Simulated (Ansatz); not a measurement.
# C₂H₉NSSi: up Jacob's ladder to CCSD(T)

Aim: compute C₂H₉NSSi with functionals from several rungs and with coupled cluster. The yardstick is the atomisation energy at the CCSD(T) limit.

Computed with Ansatz 0.2.0, Gaussian basis. Level: functionals in def2-TZVPP, the program's frozen cores in correlated methods.

Levels to be run: PBE-D4, r2SCAN-D4, PBE0-D4, B3LYP-D4, ωB97X-V, ωB97M-V, B2PLYP; CCSD(T)/def2-TZVPP; MP2/def2-QZVPP; extrapolation to the limit.

## 1. Structure used throughout

An earlier PBE0-D4 in a triple-zeta def2 set relaxation fixed the geometry.

SMILES `CNCS[SiH3]`, 14 atoms, charge 0, spin multiplicity 1.

Atoms are counted from 1 here; the program's logs count them from 0.

Bond lengths: C1–N2 1.447 Å, C1–H6 1.093 Å, C1–H7 1.099 Å, C1–H8 1.091 Å, N2–C3 1.414 Å, N2–H9 1.011 Å, C3–S4 1.883 Å, C3–H10 1.090 Å, C3–H11 1.092 Å, S4–Si5 2.118 Å, Si5–H12 1.489 Å, Si5–H13 1.489 Å, Si5–H14 1.483 Å. Angles: N2–C1–H6 109.2°, N2–C1–H7 113.8°, N2–C1–H8 109.3°, H6–C1–H7 107.8°, H6–C1–H8 107.8°, H7–C1–H8 108.7°, C1–N2–C3 115.8°, C1–N2–H9 111.5°, C3–N2–H9 111.2°, N2–C3–S4 113.5°, N2–C3–H10 110.1°, N2–C3–H11 109.8°, S4–C3–H10 106.9°, S4–C3–H11 106.9°, H10–C3–H11 109.4°, C3–S4–Si5 98.8°, S4–Si5–H12 111.6°, S4–Si5–H13 111.0° and more.

Geometry (Å):

```xyz
14

C    -1.3910   -1.2973    1.4380
N    -0.6943   -0.0345    1.5528
C     0.2788    0.2229    0.5601
S    -0.4376    0.3578   -1.1759
Si    1.3104    0.9722   -2.2017
H    -0.6656   -2.1135    1.4877
H    -1.9587   -1.4081    0.5038
H    -2.0771   -1.4093    2.2787
H    -1.3405    0.7381    1.6412
H     0.7870    1.1648    0.7680
H     1.0097   -0.5875    0.5396
H     2.3766   -0.0647   -2.1369
H     1.8625    2.2231   -1.6117
H     0.9270    1.2063   -3.6151
```

## 2. PBE-D4 (GGA)

Contents of in.yaml:

```yaml
crystal:
  periodic: [false, false, false]
  atoms:
    - {symbol: C, position_ang: [-1.390973, -1.297304, 1.438021]}
    - {symbol: N, position_ang: [-0.694343, -0.034491, 1.552794]}
    - {symbol: C, position_ang: [0.278768, 0.222933, 0.560067]}
    - {symbol: S, position_ang: [-0.437624, 0.357792, -1.175873]}
    - {symbol: Si, position_ang: [1.310358, 0.972177, -2.201672]}
    - {symbol: H, position_ang: [-0.665613, -2.113467, 1.487668]}
    - {symbol: H, position_ang: [-1.958742, -1.408065, 0.503835]}
    - {symbol: H, position_ang: [-2.077051, -1.409300, 2.278739]}
    - {symbol: H, position_ang: [-1.340506, 0.738139, 1.641188]}
    - {symbol: H, position_ang: [0.786978, 1.164820, 0.767958]}
    - {symbol: H, position_ang: [1.009715, -0.587451, 0.539553]}
    - {symbol: H, position_ang: [2.376576, -0.064665, -2.136865]}
    - {symbol: H, position_ang: [1.862528, 2.223147, -1.611674]}
    - {symbol: H, position_ang: [0.927029, 1.206333, -3.615138]}
basis:
  gaussian: {orbitals: def2-TZVPP}
hamiltonian: {xc: pbe, dispersion: d4}
output: {forces: true, orbitals: {seedname: orbitals}}
```

Launch:

```
ansatz run in.yaml --threads 4 --pin off --events-out ev --progress --plain --max-ram 10444MiB
```

The runs that follow: r2SCAN-D4 (meta-GGA); PBE0-D4 (hybrid); B3LYP-D4 (hybrid); ωB97X-V (range-separated); ωB97M-V (range-separated); B2PLYP (double hybrid); CCSD(T) in def2-TZVPP; MP2 in def2-QZVPP.

Before running them: what should the planned runs give, taken together? Wanted: atomisation energy, CCSD(T)/CBS; farthest; mean size of error, hybrid; mean size of error, range-separated; gap, smallest and largest; T1 diagnostic; triples share of the correlation energy.

The runs gave:

| quantity | value |
| --- | --- |
| atomisation energy, CCSD(T)/CBS | 4830.7 kJ/mol |
| functionals within 24.2 kJ/mol (0.5 %) | r2SCAN-D4, PBE0-D4, B3LYP-D4, ωB97M-V |
| farthest | PBE-D4 (+73.6 kJ/mol) |
| mean size of error, hybrid | 8.3 kJ/mol |
| mean size of error, range-separated | 23.9 kJ/mol |
| gap, smallest and largest | 4.80 eV (PBE-D4), 11.27 eV (ωB97X-V) |
| T1 diagnostic | 0.0111 |
| triples share of the correlation energy | 4.0 % |

PBE-D4 misses by +73.6 kJ/mol. Double hybrids carry the basis error of their MP2 part in triple zeta, and no dispersion term here, so their miss is partly the set-up's. The reference freezes the cores and leaves out relativity and excitations past (T), so misses under about 24.2 kJ/mol can't be ranked. Hartree-Fock recovers 72 % of the binding; the rest is correlation. The gap grows from 4.8 to 11.3 eV across the functionals, mostly with the share of exact exchange.
